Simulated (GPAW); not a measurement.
# VGe3 (Pm-3n) in GPAW: further runs

One crystal, VGe3, is run at these levels: PBEsol; tasks: single point.

All numbers are computed with GPAW 26.7.0; they aren't measurements. Logs are shortened: lines on timing, memory, paths and dates and some standing lists are left out, and cuts for length are marked. The log counts tension as positive stress, the text compression.

### Step 1. Starting point

Symmetry: Pm-3n, No. 223, cubic system. The conventional cell has a = 4.768 Å, b = 4.768 Å, c = 4.768 Å, α = 90.00°, β = 90.00°, γ = 90.00°. Ge (site symmetry -4m2) is surrounded by 2 Ge at 2.38 Å and 4 V at 2.67 Å. V (site symmetry m-3) has 12 Ge at 2.67 Å as nearest neighbours.

### Step 2. Single point, PBEsol

Input file run.py:

```python
from ase import Atoms
from ase.dft.bandgap import bandgap
from ase.io import write
from ase.units import GPa
from gpaw import GPAW, PW, setup_paths

setup_paths.insert(0, '.')

atoms = Atoms(['Ge', 'Ge', 'Ge', 'Ge', 'Ge', 'Ge', 'V', 'V'],
              cell=[[4.768, 0.0, 0.0],
                    [0.0, 4.768, 0.0],
                    [0.0, 0.0, 4.768]],
              scaled_positions=[[0.0, 0.5, 0.25],
                                [0.0, 0.5, 0.75],
                                [0.5, 0.25, 0.0],
                                [0.75, 0.0, 0.5],
                                [0.5, 0.75, 0.0],
                                [0.25, 0.0, 0.5],
                                [0.5, 0.5, 0.5],
                                [0.0, 0.0, 0.0]],
              pbc=True)

calc = GPAW(mode=PW(600),
            xc='PBEsol',
            kpts={'size': (6, 6, 6), 'gamma': True},
            occupations={'name': 'fermi-dirac', 'width': 0.05},
            nbands=47,
            convergence={'density': 1e-05, 'energy': 1e-05},
            maxiter=150,
            txt='gpaw.txt')
atoms.calc = calc
energy = atoms.get_potential_energy()
forces = atoms.get_forces()
stress = atoms.get_stress()
calc.write('gs.gpw')
write('result.traj', atoms)
print(f'Energy: {energy:.6f} eV')
print('Forces (eV/A):')
print(forces.round(4))
print('Stress (GPa):', (stress / GPa).round(3))
print('Fermi level:', round(calc.get_fermi_level(), 4), 'eV')
print(f'Gap: {bandgap(calc)[0]:.4f} eV, direct: {bandgap(calc, direct=True)[0]:.4f} eV')
```

Potentials or basis: PAW data sets generated in the run's folder for this functional, pw.

Run with:

```sh
gpaw-setup -f PBEsol Ge V
OMP_NUM_THREADS=1 python run.py
```

gpaw.txt:

```text
__  _  _
 | _ |_)|_||  |
 |__||  | ||/\| - 26.7.0

Input parameters:
  mode=PW(ecut=600.0),
  convergence={'density': 1e-05, 'energy': 1e-05},
  kpts=MonkhorstPack(size=(6, 6, 6), gamma=True),
  maxiter=150,
  nbands=47,
  occupations=Occupations(name='fermi-dirac', width=0.05),
  xc=XC(name='PBEsol')

Diagonalizing LCAO Hamiltonian
Converting LCAO to pw mode
    .-----------.
   /|           |
  / |           |
 *Ge|           |
 |  |           |
 |  |   V       |
 |GeGe----Ge----.
 | /     Ge    /
 |/     Ge    /
 V-----------*

Atoms  # Å, Bohr magnetons
|   | symbol |        x |        y |        z |    initial magnetic moments |
|---|--------|----------|----------|----------|-----------------------------|
| 0 |     Ge | 0.000000 | 2.384000 | 1.192000 | ( 0.0000,  0.0000,  0.0000) |
| 1 |     Ge | 0.000000 | 2.384000 | 3.576000 | ( 0.0000,  0.0000,  0.0000) |
| 2 |     Ge | 2.384000 | 1.192000 | 0.000000 | ( 0.0000,  0.0000,  0.0000) |
| 3 |     Ge | 3.576000 | 0.000000 | 2.384000 | ( 0.0000,  0.0000,  0.0000) |
| 4 |     Ge | 2.384000 | 3.576000 | 0.000000 | ( 0.0000,  0.0000,  0.0000) |
| 5 |     Ge | 1.192000 | 0.000000 | 2.384000 | ( 0.0000,  0.0000,  0.0000) |
| 6 |      V | 2.384000 | 2.384000 | 2.384000 | ( 0.0000,  0.0000,  0.0000) |
| 7 |      V | 0.000000 | 0.000000 | 0.000000 | ( 0.0000,  0.0000,  0.0000) |

Unit cell  # Å
| periodic |        x |        y |        z |  lengths |    angles |
|----------|----------|----------|----------|----------|-----------|
|      yes | 4.768000 | 0.000000 | 0.000000 | 4.768000 | 90.000000 |
|      yes | 0.000000 | 4.768000 | 0.000000 | 4.768000 | 90.000000 |
|      yes | 0.000000 | 0.000000 | 4.768000 | 4.768000 | 90.000000 |

Number of symmetries: 24
Symmetry operations  # r_c * U_cc + t_c -> r_c
|    | kind |            matrix            |
|----|------|------------------------------|
|  0 |  E   |  1, 0, 0,  0, 1, 0,  0, 0, 1 |
|  1 |  σ   |  1, 0, 0,  0, 1, 0,  0, 0,-1 |
|  2 |  σ   |  1, 0, 0,  0,-1, 0,  0, 0, 1 |
|  3 |  C2  |  1, 0, 0,  0,-1, 0,  0, 0,-1 |
|  4 |  C3  |  0, 1, 0,  0, 0, 1,  1, 0, 0 |
|  5 |  S6  |  0, 1, 0,  0, 0, 1, -1, 0, 0 |
|  6 |  S6  |  0, 1, 0,  0, 0,-1,  1, 0, 0 |
|  7 |  C3  |  0, 1, 0,  0, 0,-1, -1, 0, 0 |
|  8 |  C3  |  0, 0, 1,  1, 0, 0,  0, 1, 0 |
|  9 |  S6  |  0, 0, 1,  1, 0, 0,  0,-1, 0 |
| 10 |  S6  |  0, 0, 1, -1, 0, 0,  0, 1, 0 |
| 11 |  C3  |  0, 0, 1, -1, 0, 0,  0,-1, 0 |
| 12 |  S6  |  0, 0,-1,  1, 0, 0,  0, 1, 0 |
| 13 |  C3  |  0, 0,-1,  1, 0, 0,  0,-1, 0 |
| 14 |  C3  |  0, 0,-1, -1, 0, 0,  0, 1, 0 |
| 15 |  S6  |  0, 0,-1, -1, 0, 0,  0,-1, 0 |
| 16 |  S6  |  0,-1, 0,  0, 0, 1,  1, 0, 0 |
| 17 |  C3  |  0,-1, 0,  0, 0, 1, -1, 0, 0 |
| 18 |  C3  |  0,-1, 0,  0, 0,-1,  1, 0, 0 |
| 19 |  S6  |  0,-1, 0,  0, 0,-1, -1, 0, 0 |
| 20 |  σ   | -1, 0, 0,  0, 1, 0,  0, 0, 1 |
| 21 |  C2  | -1, 0, 0,  0, 1, 0,  0, 0,-1 |
| 22 |  C2  | -1, 0, 0,  0,-1, 0,  0, 0, 1 |
| 23 |  i   | -1, 0, 0,  0,-1, 0,  0, 0,-1 |

BZ-sampling:
  Number of BZ points: 216
  Number of IBZ points: 24

  Monkhorst-Pack size: [6, 6, 6]
  Monkhorst-Pack shift: [0.08333333333333333, 0.08333333333333333, 0.08333333333333333]

K-points  # in reciprocal-cell coordinates
|     |                                coordinates |     weight |
|-----|--------------------------------------------|------------|
|   0 | (  0.00000000,   0.00000000,   0.00000000) | 0.00462963 |
|   1 | (  0.16666667,   0.00000000,   0.00000000) | 0.02777778 |
|   2 | (  0.16666667,   0.16666667,   0.00000000) | 0.05555556 |
|   3 | (  0.16666667,   0.16666667,   0.16666667) | 0.03703704 |
|   4 | (  0.33333333,   0.00000000,   0.00000000) | 0.02777778 |
|   5 | (  0.33333333,   0.00000000,   0.16666667) | 0.05555556 |
|   6 | (  0.33333333,   0.16666667,   0.00000000) | 0.05555556 |
|   7 | (  0.33333333,   0.16666667,   0.16666667) | 0.11111111 |
|   8 | (  0.33333333,   0.33333333,   0.00000000) | 0.05555556 |
|   9 | (  0.33333333,   0.33333333,   0.16666667) | 0.11111111 |
| ... |                                            |            |
|  23 | (  0.50000000,   0.50000000,   0.50000000) | 0.00462963 |

Plane wave coefficients: 3695
Cutoff: 600.0 eV

Spin-components: 1 (collinear spins)
Bands:           47
Projectors:      42
Spin-degeneracy: 2
Datatype:        complex128

Parallelization:
  kpt:    1
  domain: 1
  band:   1

Density:
  Valence electrons: 50.0
  Components: 1
  Grid points: [27 27 27]
  Charge: 0.0  # |e|

Potential:
  Grid points: [27 27 27]

species:
  Ge:
    name:    Germanium
    Z:       32.0
    valence: 4
    core:    28
    charge:  0.0  # [|e|]
    compensation charges:
      type: gauss
      rc: 0.32  # [Å]
      lmax: 2
    cutoffs:
      filter: 1.77  # [Å]
      core: 3.42  # [Å]
    projectors
    | kind |    occ | energy [eV] | rcut [Å] |
    |------|--------|-------------|----------|
    |   4s |  2.000 |     -11.738 |    1.005 |
    |   4p |  2.000 |      -3.898 |    1.005 |
    |    s |        |      15.473 |    1.005 |
    |    p |        |      23.314 |    1.005 |
    |    d |        |       0.000 |    1.005 |

    Using partial waves for Ge as LCAO basis

  V:
    name:    Vanadium
    Z:       23.0
    valence: 13
    core:    10
    charge:  0.0  # [|e|]
    compensation charges:
      type: gauss
      rc: 0.37  # [Å]
      lmax: 2
    cutoffs:
      filter: 2.14  # [Å]
      core: 0.96  # [Å]
    projectors
    | kind |    occ | energy [eV] | rcut [Å] |
    |------|--------|-------------|----------|
    |   3s |  2.000 |     -70.022 |    1.254 |
    |   4s |  2.000 |      -4.715 |    1.254 |
    |   3p |  6.000 |     -43.949 |    1.281 |
    |   4p |  0.000 |      -1.426 |    1.281 |
    |   3d |  3.000 |      -5.183 |    1.169 |
    |    d |        |      22.028 |    1.169 |

    Using partial waves for V as LCAO basis

Reference energy: -393920.036711  # eV

eigensolver:
  PPCG
  Converge bands: occupied
  niter=2

density mixing:
  MSR1-Mixer
  Pratt-step length: 0.05
  Maximum mixing coefficient: 0.75
  Old densities: 10
  SVD Regularization: 0.005
  Good broyden scale: 1.0
  Trust region scale: 1.0
  Backstep threshold: 4.0
  History deletion threshold: 6.0
  Fourier metric: weight=20.0, sigma=0.015

occupation numbers:
  Fermi-Dirac:
    width: 0.0500  # eV

poisson solver:
  ecut: 4800.0  # eV

xc functional:
  name: PBEsol with 2 nearest neighbor stencil

convergence criteria:
- Maximum integral of absolute [dens]ity change: 1e-05 electrons / valence electron
- Maximum [total energy] change in last 3 cyles: 1e-05 eV / valence electron
- Maximum integral of absolute [eigenst]ate change: 4e-08 eV^2 / valence electron
maximum number of iterations: 150

SCF iterations
|iter     | |      energy | eigst |  dens |
|---------|-|-------------|-------|-------|
|iter:   1| |  -46.263770 | +0.48 |       |
|iter:   2| |  -46.026742 | -1.43 | -1.04 |
|iter:   3| |  -45.803978 | -2.49 | -1.19 |
|iter:   4| |  -45.583899 | -2.79 | -1.30 |
|iter:   5| |  -45.484633 | -2.62 | -1.51 |
|iter:   6| |  -45.479808 | -3.38 | -1.95 |
|iter:   7| |  -45.502781 | -3.66 | -2.27 |
|iter:   8| |  -45.480315 | -3.86 | -2.03 |
|iter:   9| |  -45.480063 | -4.41 | -2.55 |
|iter:  10| |  -45.480082c| -5.82 | -3.32 |
|iter:  11| |  -45.480096c| -6.53 | -3.59 |
|iter:  12| |  -45.480098c| -7.49c| -4.40 |
|iter:  13| |  -45.480098c| -7.97c| -4.87 |
|iter:  14| |  -45.480098c| -8.43c| -5.95c|

Converged in 14 steps
Energy contributions relative to reference atoms: (reference = -393920.036711)

Energy contributions:
  Kinetic:         142.227101
  Coulomb:        -114.165903
  Zero:              0.244682
  External:          0.000000
  Xc:              -73.748434
  Entropy:          -0.075090
  Spinorbit:         0.000000
  ----------------------------
  Free energy:     -45.517644
  Extrapolated:    -45.480098

dipole moment: (-42.544847, -42.544847, -42.544847)  # |e|*Ang

Fermi level: 11.619
Eigenvalues  # (at kpt = [0.000, 0.000, 0.000])
| band index |      eig [eV] | occ [0-2] |
|------------|---------------|-----------|
|          0 |       -51.999 |     2.000 |
|        ... |               |           |
|         18 |         8.657 |     2.000 |
|         19 |         8.657 |     2.000 |
|         20 |         9.248 |     2.000 |
|         21 |         9.248 |     2.000 |
|         22 |         9.248 |     2.000 |
|         23 |        11.206 |     1.999 |
|         24 |        11.206 |     1.999 |
|         25 |        11.206 |     1.999 |
|         26 |        12.590 |     0.000 |
|         27 |        12.590 |     0.000 |
|         28 |        12.590 |     0.000 |
|         29 |        13.481 |     0.000 |
|         30 |        13.481 |     0.000 |
|         31 |        13.509 |     0.000 |
|         32 |        13.509 |     0.000 |
|         33 |        16.245 |     0.000 |
|        ... |               |           |
|         46 |        23.043 |     0.000 |

No gap
No difference between direct/indirect transitions

Forces  # eV/Ang
|        x |        y |        z |
|----------|----------|----------|
| -0.00000 |  0.00000 |  0.00000 |  # Ge   0
| -0.00000 |  0.00000 | -0.00000 |  # Ge   1
|  0.00000 |  0.00000 |  0.00000 |  # Ge   2
| -0.00000 |  0.00000 |  0.00000 |  # Ge   3
|  0.00000 | -0.00000 |  0.00000 |  # Ge   4
|  0.00000 |  0.00000 |  0.00000 |  # Ge   5
|  0.00000 |  0.00000 |  0.00000 |  # V    6
|  0.00000 |  0.00000 |  0.00000 |  # V    7

Stress tensor  # eV/Ang^3
|         x |         y |         z |
|-----------|-----------|-----------|
| -0.136223 |  0.000000 |  0.000000 |
|  0.000000 | -0.136223 |  0.000000 |
|  0.000000 |  0.000000 | -0.136223 |

# Writing to gs.gpw (mode='')
```

Wall time 1.8 min (1 thread of Arm Neoverse V1, shared host); peak memory 0.26 GiB.

Results:

```yaml
Free_energy: -45.5176 eV
Pressure: 21.8 GPa
Band_gap_on_the_k_mesh: none (metal or under the smearing width)
```

### Step 3. Single point, PBEsol, collinear spin, ferromagnetic start

Edit run.py of step 2 so:

```diff
@@ -21,2 +21,3 @@
               pbc=True)
+atoms.set_initial_magnetic_moments([0.0, 0.0, 0.0, 0.0, 0.0, 0.0, 2.0, 2.0])
 
@@ -40,2 +41,3 @@
 print('Stress (GPa):', (stress / GPa).round(3))
+print('Moments:', calc.get_magnetic_moments().round(3))
 print('Fermi level:', round(calc.get_fermi_level(), 4), 'eV')
```

Potentials or basis: PAW data sets generated in the run's folder for this functional, pw.

Run with:

```sh
gpaw-setup -f PBEsol Ge V
OMP_NUM_THREADS=1 python run.py
```

gpaw.txt:

```text
__  _  _
 | _ |_)|_||  |
 |__||  | ||/\| - 26.7.0

Input parameters:
  mode=PW(ecut=600.0),
  convergence={'density': 1e-05, 'energy': 1e-05},
  kpts=MonkhorstPack(size=(6, 6, 6), gamma=True),
  maxiter=150,
  nbands=47,
  occupations=Occupations(name='fermi-dirac', width=0.05),
  xc=XC(name='PBEsol')

Diagonalizing LCAO Hamiltonian
Converting LCAO to pw mode
    .-----------.
   /|           |
  / |           |
 *Ge|           |
 |  |           |
 |  |   V       |
 |GeGe----Ge----.
 | /     Ge    /
 |/     Ge    /
 V-----------*

Atoms  # Å, Bohr magnetons
|   | symbol |        x |        y |        z |    initial magnetic moments |
|---|--------|----------|----------|----------|-----------------------------|
| 0 |     Ge | 0.000000 | 2.384000 | 1.192000 | ( 0.0000,  0.0000,  0.0000) |
| 1 |     Ge | 0.000000 | 2.384000 | 3.576000 | ( 0.0000,  0.0000,  0.0000) |
| 2 |     Ge | 2.384000 | 1.192000 | 0.000000 | ( 0.0000,  0.0000,  0.0000) |
| 3 |     Ge | 3.576000 | 0.000000 | 2.384000 | ( 0.0000,  0.0000,  0.0000) |
| 4 |     Ge | 2.384000 | 3.576000 | 0.000000 | ( 0.0000,  0.0000,  0.0000) |
| 5 |     Ge | 1.192000 | 0.000000 | 2.384000 | ( 0.0000,  0.0000,  0.0000) |
| 6 |      V | 2.384000 | 2.384000 | 2.384000 | ( 0.0000,  0.0000,  2.0000) |
| 7 |      V | 0.000000 | 0.000000 | 0.000000 | ( 0.0000,  0.0000,  2.0000) |

Unit cell  # Å
| periodic |        x |        y |        z |  lengths |    angles |
|----------|----------|----------|----------|----------|-----------|
[... 191 lines left out ...]
  Entropy:          -0.041709
  Spinorbit:         0.000000
  ----------------------------
  Free energy:     -45.656102
  Extrapolated:    -45.635247

dipole moment: (-42.531445, -42.531445, -42.531445)  # |e|*Ang

Total magnetic moment: (0.000000, 0.000000, 2.524069)

Local magnetic moments
|        x |        y |         z |
|----------|----------|-----------|
| 0.000000 | 0.000000 | -0.007802 |  # Ge   0
| 0.000000 | 0.000000 | -0.007802 |  # Ge   1
| 0.000000 | 0.000000 | -0.007802 |  # Ge   2
| 0.000000 | 0.000000 | -0.007802 |  # Ge   3
| 0.000000 | 0.000000 | -0.007802 |  # Ge   4
| 0.000000 | 0.000000 | -0.007802 |  # Ge   5
| 0.000000 | 0.000000 |  1.065620 |  # V    6
| 0.000000 | 0.000000 |  1.065590 |  # V    7

Fermi level: 11.715
Eigenvalues  # (at kpt = [0.000, 0.000, 0.000])
| band index |      eig [eV] | occ [0-1] |      eig [eV] | occ [0-1] |
|------------|---------------|-----------|---------------|-----------|
|          0 |       -52.444 |     1.000 |       -51.400 |     1.000 |
|        ... |               |           |               |           |
|         18 |         8.425 |     1.000 |         8.911 |     1.000 |
|         19 |         8.425 |     1.000 |         8.911 |     1.000 |
|         20 |         9.249 |     1.000 |         9.257 |     1.000 |
|         21 |         9.249 |     1.000 |         9.257 |     1.000 |
|         22 |         9.249 |     1.000 |         9.257 |     1.000 |
|         23 |        10.792 |     1.000 |        11.697 |     0.591 |
[... 8 lines left out ...]
|         32 |        13.262 |     0.000 |        13.871 |     0.000 |
|         33 |        15.910 |     0.000 |        16.700 |     0.000 |
|        ... |               |           |               |           |
|         46 |        22.956 |     0.000 |        23.146 |     0.000 |

No gap
No difference between direct/indirect transitions

Forces  # eV/Ang
|        x |        y |        z |
|----------|----------|----------|
|  0.00000 |  0.00000 |  0.00005 |  # Ge   0
| -0.00000 |  0.00000 | -0.00005 |  # Ge   1
|  0.00000 |  0.00005 |  0.00000 |  # Ge   2
| -0.00005 |  0.00000 |  0.00000 |  # Ge   3
|  0.00000 | -0.00005 |  0.00000 |  # Ge   4
|  0.00005 |  0.00000 |  0.00000 |  # Ge   5
|  0.00000 |  0.00000 |  0.00000 |  # V    6
|  0.00000 |  0.00000 |  0.00000 |  # V    7

Stress tensor  # eV/Ang^3
|         x |         y |         z |
|-----------|-----------|-----------|
| -0.144885 |  0.000000 |  0.000000 |
|  0.000000 | -0.144885 |  0.000000 |
|  0.000000 |  0.000000 | -0.144885 |

# Writing to gs.gpw (mode='')
```

Wall time 3.7 min (1 thread of Arm Neoverse V1, shared host); peak memory 0.34 GiB.

What came out:

- Free energy: -45.6561 eV
- Pressure: 23.2 GPa
- Band gap on the k mesh: none (metal or under the smearing width)
- Net moment: 2.52 μB per cell
- Site moments: Ge -0.01; V +1.07 μB

(Part 1 of 2 ends here.)
